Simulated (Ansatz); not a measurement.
# TlSb4F13: the cost of one run

Program: Ansatz 0.2.0. Level of theory: DFT, PBE, plane-wave PAW, default files, scalar-relativistic. These are calculated values, not measurements.

1 further run of the same task is left out (it didn't finish).

### 1 Starting point

The structure is tetragonal, space group I4/m (No. 87). The conventional cell has a = 9.637 Å, b = 9.637 Å, c = 6.584 Å, α = 90.00°, β = 90.00°, γ = 90.00°. Tl (site symmetry 4/m) has 8 F at 2.81 Å as nearest neighbours. Sb (site symmetry m) is surrounded by 3 F at 1.95 to 2.10 Å. F (site symmetry 4/m) is surrounded by 8 F at 2.70 Å and 4 Sb at 2.88 Å. Around F (site symmetry m) lie 1 Sb at 1.95 Å. Around F (site symmetry 1) lie 1 Sb at 2.10 Å and 1 Tl at 2.81 Å.

Coordinates:

```xyz
18
Lattice="-4.8185 4.8185 3.2920 4.8185 -4.8185 3.2920 4.8185 4.8185 -3.2920" Properties=species:S:1:pos:R:3 pbc="T T T"
Tl    0.0000    0.0000    3.2920
Sb    2.8718    0.1870    0.0000
Sb    4.6315   -1.9467    3.2920
Sb    1.9467    4.6315    3.2920
Sb    0.1870    6.7652    0.0000
F     0.0000    0.0000    0.0000
F     3.3440    0.9348    3.2920
F    -0.9348    3.3440    3.2920
F     1.4745    3.8837    0.0000
F     5.7533    1.4745    0.0000
F     0.9348    2.0045    1.5538
F     2.8140    5.7533   -1.7382
F     3.8837    2.8140   -1.7382
F     2.0045   -0.9348    1.5538
F     3.8837    2.8140    1.7382
F     2.0045   -0.9348    5.0302
F     0.9348    2.0045    5.0302
F     2.8140    5.7533    1.7382
```

### 2 Relaxation of the positions

Input file input.yaml:

```yaml
crystal:
  lattice:
    - [-4.8185, 4.8185, 3.292]
    - [4.8185, -4.8185, 3.292]
    - [4.8185, 4.8185, -3.292]
  atoms:
    - { symbol: Tl, position: [0.5, 0.5, 0.0] }
    - { symbol: Sb, position: [0.0194, 0.298, 0.3174] }
    - { symbol: Sb, position: [0.298, 0.9806, 0.2786] }
    - { symbol: Sb, position: [0.9806, 0.702, 0.6826] }
    - { symbol: Sb, position: [0.702, 0.0194, 0.7214] }
    - { symbol: F, position: [0.0, 0.0, 0.0] }
    - { symbol: F, position: [0.597, 0.847, 0.444] }
    - { symbol: F, position: [0.847, 0.403, 0.25] }
    - { symbol: F, position: [0.403, 0.153, 0.556] }
    - { symbol: F, position: [0.153, 0.597, 0.75] }
    - { symbol: F, position: [0.444, 0.333, 0.305] }
    - { symbol: F, position: [0.333, 0.028, 0.889] }
    - { symbol: F, position: [0.028, 0.139, 0.695] }
    - { symbol: F, position: [0.139, 0.444, 0.111] }
    - { symbol: F, position: [0.556, 0.667, 0.695] }
    - { symbol: F, position: [0.667, 0.972, 0.111] }
    - { symbol: F, position: [0.972, 0.861, 0.305] }
    - { symbol: F, position: [0.861, 0.556, 0.889] }
kpoints:
  mp_grid: { grid: [4, 4, 4] }
scf:
  occupations: { method: fermi_dirac, width: 0.02 }
hamiltonian:
  xc: pbe
  pseudopotentials: { kind: paw }
output:
  forces: true
  stress: true
  populations: true
  efg: { quadrupole_moments_barn: { Sb: -0.543 }, contact_densities: true }
  write_density: true
  write_potential: true
  elf: true
  volumetric_format: npy
relax:
  f_tol: 0.02
  max_steps: 60
```

Run with:

```
ansatz run input.yaml --threads 1 --pin off --max-ram 3072MiB --backend cpu --events-out ev --progress --plain --runs-dir out
```

**Question.** How long does this run take on 1 thread of Arm Neoverse V2, shared host, and how much memory does it need?

About 3 min, with a peak of 0.78 GiB.
